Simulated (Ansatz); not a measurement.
## ZrIn, space group P4/mmm: the orbital character of the bands, step by step

With the Python package of Ansatz (0.2.0).

Typed at the interpreter:
```pycon
>>> from pathlib import Path
>>> import ansatz as az
>>> import numpy as np
>>> import pandas as pd
>>> vectors = np.array([
...     [3.14064916, 0.0, 0.0],
...     [0.0, 3.14064916, 0.0],
...     [0.0, 0.0, 4.45410072],
... ])
>>> zrin = (
...     az.Lattice.of(vectors)
...     .atom('Zr', (0.0, 0.0, 0.0))
...     .atom('In', (0.5, 0.5, 0.5))
... )
>>> zrin.resolved().sites[-1]
Site(symbol='In', position=(0.5, 0.5, 0.5), moment=None, axis=None, held=None, saved=None)
>>> points = {'G': (0.0, 0.0, 0.0), 'X': (0.0, 0.5, 0.0), 'M': (0.5, 0.5, 0.0), 'Z': (0.0, 0.0, 0.5)}
>>> setup = (
...     zrin.calculation()
...     .functional('lda')
...     .basis(530)
...     .kpoints(9, 9, 7, center='monkhorst-pack')
...     .occupations('Fermi-Dirac', width=200 * az.meV)
...     .mixing('msr1', beta=0.7)
...     .scf(tolerance=1e-06)
...     .band_structure(list(points.values()), intervals=1)
...     .fat_bands()
... )
>>> outcome = setup.run(threads=1, pin='off')

>>> data = outcome.report
>>> {key: value for key, value in data.items() if isinstance(value, (int, float)) and 'ev' in key}
{'gap_by_band_count_ev': -2.250043287300155, 'fermi_energy_ev': 13.488873361633942, 'harris_foulkes_ev': -9535.515555221687, 'free_energy_ev': -9535.515555213267, 'internal_energy_ev': -9535.334311617884, 'lagrangian_ev': -9535.515555213267, 'energy_sigma0_ev': -9535.424933415576, 'lagrangian_sigma0_ev': -9535.424933415576, 'lagrangian_above_aufbau_ev': -0.08829385910225616, 'entropy_ts_ev': 0.181243595383516, 'loop_fermi_energy_ev': 13.488873361633942, 'occupations_fermi_energy_ev': 13.488873361648222}
>>> data['published_state_doubts']
[]
>>> outcome.lattice.cell_ang
array([[3.14064916, 0.        , 0.        ],
       [0.        , 3.14064916, 0.        ],
       [0.        , 0.        , 4.45410072]])
>>> file = Path(outcome.write_results('results')) / 'fatbands.tsv'
>>> names = file.read_text().splitlines()[0].lstrip('# ').split('\t')
>>> table = pd.read_csv(file, sep='\t', comment='#', names=names)
>>> near = table[table.e_minus_ef.abs() < 2]
>>> for ik, label in enumerate(points):
...     print(label)
...     for _, row in near[near.ik == ik].iterrows():
...         main = row[names[4:]].astype(float).nlargest(2)
...         print(f'   band {int(row.band):3d} {row.e_minus_ef:7.3f} eV  ' + ', '.join(f'{k} {v:.2f}' for k, v in main.items()))
...
G
   band  10  -1.746 eV  zr0_l2_4D 0.83, zr0_l0_5S 0.11
   band  11  -1.120 eV  zr0_l2_4D 0.99, in1_l2_4D 0.00
   band  12  -0.284 eV  in1_l1_5P 0.95, zr0_l1_4P 0.04
X
   band  12  -0.660 eV  zr0_l2_4D 0.95, zr0_l0_5S 0.03
   band  13   1.694 eV  zr0_l2_4D 0.94, in1_l1_5P 0.05
M
   band  10  -0.719 eV  in1_l1_5P 0.97, zr0_l1_4P 0.02
   band  11  -0.719 eV  in1_l1_5P 0.97, zr0_l1_4P 0.02
   band  12   0.236 eV  zr0_l2_4D 0.97, in1_l2_4D 0.02
   band  13   0.236 eV  zr0_l2_4D 0.97, in1_l2_4D 0.02
   band  14   0.354 eV  zr0_l2_4D 0.78, zr0_l0_5S 0.18
Z
   band  11  -1.143 eV  zr0_l2_4D 1.00, zr0_l0_4S 0.00
   band  12   0.495 eV  zr0_l2_4D 0.90, in1_l1_5P 0.08
   band  13   1.757 eV  zr0_l2_4D 0.85, in1_l1_5P 0.15
   band  14   1.757 eV  zr0_l2_4D 0.85, in1_l1_5P 0.15
```

These settings explore the input space; cutoff and mesh may be short of convergence. The run is spin-unpolarised. The computed bands are complete only to about 4.9 eV above the Fermi level. The mesh is modest for a metal, so energies can be off by several to tens of meV an atom and pressures by half a GPa or more; differences at equal mesh fare better. Only differences from the Fermi energy are physical; the zero of the scale is a convention. A Fermi-Dirac width this large means warm electrons, whose thermal share enters the free energy. A gap by band count of zero or less means overlapping bands, a metal, and at an odd count of electrons it is no gap at all. The structure comes from a database of computed cells and needn't be a stable or known phase. Levels are Kohn-Sham eigenvalues on this mesh, without spin-orbit coupling. Energies are less the Fermi level and bands count from 0. Only the largest channels are printed, equivalent atoms hold more, and in degenerate sets the split between sites is arbitrary; shells that the potentials lack have no channel. The whole script took 4.6 s on 1 thread of Arm Neoverse V1, on a shared host, peak memory 0.45 GiB.

(Lines on the test bed's own set-up are left out of the output.)
